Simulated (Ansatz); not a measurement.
**Sc6Te2Ru: further runs on the relaxed cell**

One table from this session's results is given with a row withheld; the runs are named, their logs left out.

Program: Ansatz 0.2.0. Level of theory: DFT PBEsol, scalar-relativistic, plane waves, PAW. These are calculated values, not measurements.

## The system as given

It takes space group P-62m (No. 189, hexagonal). The conventional cell has a = 7.664 Å, b = 7.664 Å, c = 3.767 Å, α = 90.00°, β = 90.00°, γ = 120.00°. Around Sc (site symmetry m2m) lie 2 Ru at 2.63 Å and 2 Te at 2.98 Å. Sc (site symmetry m2m) is surrounded by 1 Ru at 2.98 Å and 4 Te at 3.03 Å and 6 Sc at 3.21 to 3.41 Å. Te (site symmetry -6) is surrounded by 9 Sc at 2.98 to 3.03 Å. Ru (site symmetry -62m) has 9 Sc at 2.63 to 2.98 Å in its first shell of neighbours.

Structure file:

```cif
data_structure
_symmetry_space_group_name_H-M 'P-62m'
_symmetry_Int_Tables_number 189
_cell_length_a 7.6642
_cell_length_b 7.6642
_cell_length_c 3.7668
_cell_angle_alpha 90.000
_cell_angle_beta 90.000
_cell_angle_gamma 120.000
_cell_volume 191.62
loop_
_atom_site_label
_atom_site_type_symbol
_atom_site_symmetry_multiplicity
_atom_site_Wyckoff_symbol
_atom_site_fract_x
_atom_site_fract_y
_atom_site_fract_z
_atom_site_occupancy
Sc1 Sc 3 g 0.23965 0.00000 0.50000 1
Sc2 Sc 3 f 0.61097 0.00000 0.00000 1
Te1 Te 2 d 0.33333 0.66667 0.50000 1
Ru1 Ru 1 a 0.00000 0.00000 0.00000 1
```

It goes back to an entry of the Materials Project, which need not be the stable form.

It is the result of an earlier relaxation at this level (volume 21.29 Å³/atom; gap on the mesh: none (metal)).

Set-up of the first run:

Input file input.yaml:

```yaml
crystal:
  lattice:
    - [7.5867369762, 0.0, 0.0]
    - [-3.7933684881, 6.5703069533, 0.0]
    - [0.0, 0.0, 3.7287529849]
  atoms:
    - { symbol: Sc, position: [0.2396484223, 0.0, 0.5] }
    - { symbol: Sc, position: [0.0, 0.2396484223, 0.5] }
    - { symbol: Sc, position: [0.7603515777, 0.7603515777, 0.5] }
    - { symbol: Sc, position: [0.6109686146, 0.0, 0.0] }
    - { symbol: Sc, position: [0.0, 0.6109686146, 0.0] }
    - { symbol: Sc, position: [0.3890313854, 0.3890313854, 0.0] }
    - { symbol: Te, position: [0.3333333333, 0.6666666667, 0.5] }
    - { symbol: Te, position: [0.6666666667, 0.3333333333, 0.5] }
    - { symbol: Ru, position: [0.0, 0.0, 0.0] }
basis:
  ecutwfc: 420
kpoints:
  mp_grid: { grid: [6, 6, 10] }
hamiltonian:
  xc: pbesol
scf:
  occupations: { method: gaussian, width: 0.1 }
output:
  forces: true
  stress: true
  eigenvalues: true
relax:
  adjacent_minimum: "off"
  f_tol: 0.01
  max_steps: 30
  cell: { stress_tol: 0.1, fix: [volume] }
```

On the command line:

```sh
> ansatz run input.yaml --threads 2 --pin off --max-ram 5120MiB --backend cpu --events-out ev --progress --plain --runs-dir out
```

Among the steps run: The cell scaled to 0.97 of its volume; The cell scaled to 1.03 of its volume; Point at V/V0 = 0.94; Point at V/V0 = 1.06.

One table of the session follows, with a row left open; its other results are not shown here.

It belongs to the step «Energy against volume». 

```
volume (Å³/atom)  energy above the lowest point (meV/atom)  pressure (GPa)
          20.013                                      21.1            5.62
          20.652                                       4.9            2.59
          21.291                                       0.0            0.01
          21.929                                         ?               ?
          22.568                                      17.1           -4.03
```

Estimate the missing values for volume (Å³/atom) = 21.929.

Worked estimate for «energy above the lowest point (meV/atom)». A straight line through the neighbours (21.291, 0.0) and (22.568, 17.1) gives 0.0 + (17.1 − 0.0) × (21.929 − 21.291) / (22.568 − 21.291) = 8.5; a parabola fitted to 3 rows on both sides gives 4.1.

As computed: energy above the lowest point (meV/atom): 4.6; pressure (GPa): -2.18. In «energy above the lowest point (meV/atom)» the line misses by +3.9 and the parabola by -0.5.
